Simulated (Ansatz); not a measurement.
# H3OSi, SMILES O[SiH2]: an atomisation energy

With Ansatz 0.2.0 through its Python package.

The cells in order, each with its output:

**Cell 1**
```python
from collections import Counter

import ansatz as az
```

**Cell 2**
```python
BASIS_SET = "pcseg-2"
METHOD = "ccsd_t"
```

**Cell 3**
```python
def energy_of(molecule, charge=0, unpaired=0):
    calc = (
        molecule.calculation()
        .basis(gaussian=BASIS_SET)
        .correlation(METHOD)
    )
    if charge:
        calc = calc.charge(charge)
    if unpaired:
        calc = calc.spin("collinear", total=unpaired)
    report = calc.run(threads=1, backend="cpu").report
    if report["published_state_doubts"]:
        print("  doubts:", report["published_state_doubts"])
    return report["free_energy_ev"]
```

**Cell 4**
```python
geometry_ang = [
    ("O", (0.55731, -0.43376, 0.79846)),
    ("Si", (0.00193, 0.34195, -0.53394)),
    ("H", (0.72569, -1.37066, 0.8148)),
    ("H", (-1.24482, -0.25358, -1.00076)),
    ("H", (-0.04011, 1.71604, -0.07856)),
]
molecule = az.Crystal.molecule()
for symbol, xyz in geometry_ang:
    molecule = molecule.atom(symbol, xyz)
```

**Cell 5**
```python
# Hund ground states
unpaired = {"O": 2, "Si": 2, "H": 1}
counts = Counter(site.symbol for site in molecule.cartesian_sites)
atom_energy = {s: energy_of(az.Crystal.molecule().atom(s, (0, 0, 0)), 0, unpaired[s]) for s in counts}
whole = energy_of(molecule, 0, 1)
for s, e in atom_energy.items():
    print(f"{s:2s} x{counts[s]}  {e:14.5f} eV")
print(f"H3OSi: {whole:.5f} eV")
split = sum(counts[s] * e for s, e in atom_energy.items()) - whole
print(f"atomisation energy (no zero-point term): {96.485332 * split:.1f} kJ/mol, {split / sum(counts.values()):.3f} eV an atom")
```
Output:
```text
O  x1     -2039.99952 eV
Si x1     -7861.78411 eV
H  x3       -13.60238 eV
H3OSi: -9958.07594 eV
atomisation energy (no zero-point term): 1494.1 kJ/mol, 3.097 eV an atom
```

1494.1 kJ/mol from the electronic energies, without the zero-point term.

Reading the output:
- Total energies depend on the basis set; only differences at equal settings carry meaning.
- The geometry is a force-field or estimated start, not a minimum of this method, and the basis set is short of its limit. All parts are taken at fixed geometry, without zero-point energy.
- The run takes the species as open-shell (spin multiplicity 2), which needn't be its ground state.
- The whole script took 12 s on 1 thread of Arm Neoverse V2, on a shared host, peak memory 0.77 GiB.
